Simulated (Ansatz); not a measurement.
LuMnIn:

```
CELL_PARAMETERS angstrom
4.73656 0.00000 0.00000
-2.36828 4.10198 0.00000
0.00000 0.00000 3.40074
ATOMIC_POSITIONS crystal
Lu 0.00000 0.00000 0.00000
In 0.66667 0.33333 0.50000
Mn 0.33333 0.66667 0.50000
```

The cell comes from a database or a generator and needn't be the stable form of this composition.

Alike in all runs: program Ansatz 0.2.0; functional PBE; potentials or basis Ansatz PAW; cutoff 420 eV (not typed: the program's choice for these potentials); k mesh 7 × 7 × 8; occupations fermi-dirac, width 0.05 eV.

Starts and where they ended:

```csv
start,free energy over the lowest (meV/atom),net moment (μB),site or absolute moments (μB),gap
"collinear spin, random start of up to 4.56 μB",0.0,3.51,Lu -0.14; In -0.02; Mn +3.64,none (metal or under the smearing width)
no spin polarisation,384.1,-,-,none (metal or under the smearing width)
"collinear spin, ferromagnetic start of up to 4 μB",0.0,3.51,Lu -0.14; In -0.02; Mn +3.64,none (metal or under the smearing width)
```

Allowing spin polarisation gains 384 meV/atom. A still lower state may exist.

Caveats: spin-orbit coupling is left out, which moves the levels of the heavy elements (some runs).
